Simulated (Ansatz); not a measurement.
# BGaH2: the cost of one run

The runs use Ansatz 0.2.0, Gaussian basis; def2-QZVPP, all electrons in the functionals, frozen cores in the correlation of double hybrids and RPA.

The runs, in order: PBE, BLYP, r2SCAN, B97M-V, PBE0, B3LYP, wB97M-V, B2PLYP.

2 further runs of the same task are left out: 2 set aside as unsound or not needed.

## (1) What is computed

The geometry is a PBE0/def2-TZVP stationary point (not a proven minimum). No spin-orbit coupling is included. The filled d shell of Ga may be among the frozen orbitals whatever the setting's name suggests; the logs give the count.

4 atoms, charge 0, spin multiplicity 1.

Atoms are counted from 1 here; the program's logs count them from 0.

Bond lengths: B1–Ga2 2.252 Å, Ga2–H3 1.583 Å, Ga2–H4 1.583 Å. Angles: B1–Ga2–H3 122.0°, B1–Ga2–H4 122.0°, H3–Ga2–H4 115.9°.

Geometry (Å):

```mol
BGaH2
  3D, bonds by distance, orders not assigned

  4  3  0  0  0  0  0  0  0  0999 V2000
    0.0000    0.0000    1.9774 B   0  0
    0.0000    0.0000   -0.2744 Ga  0  0
    0.0000    1.3414   -1.1142 H   0  0
    0.0000   -1.3414   -1.1142 H   0  0
  1  2  8  0
  2  3  8  0
  2  4  8  0
M  END
```

No dispersion term is added; B97M-V, wB97M-V hold VV10 nonlocal correlation. B3LYP takes the VWN-RPA correlation.

## (2) PBE (unrestricted)

in.yaml reads:

```yaml
crystal:
  periodic: [false, false, false]
  atoms:
    - {symbol: B, position_ang: [0.000000, 0.000000, 1.977386]}
    - {symbol: Ga, position_ang: [0.000000, 0.000000, -0.274391]}
    - {symbol: H, position_ang: [0.000000, 1.341449, -1.114220]}
    - {symbol: H, position_ang: [0.000000, -1.341449, -1.114220]}
basis:
  gaussian: {orbitals: "def2-QZVPP.json"}
magnetization: {spin_polarized: true, initial_magnetization: 0}
hamiltonian: {xc: {name: PBE}}
output: {orbitals: {seedname: orbitals}}
```

Started as:

```bash
$ ansatz run in.yaml --threads 1 --pin off --events-out ev --progress --plain --max-ram 2393MiB
```

**Question.** How long does this run take on 1 thread of Arm Neoverse V1, shared host, and how much memory does it need?

About 48 s, with a peak of 0.46 GiB.
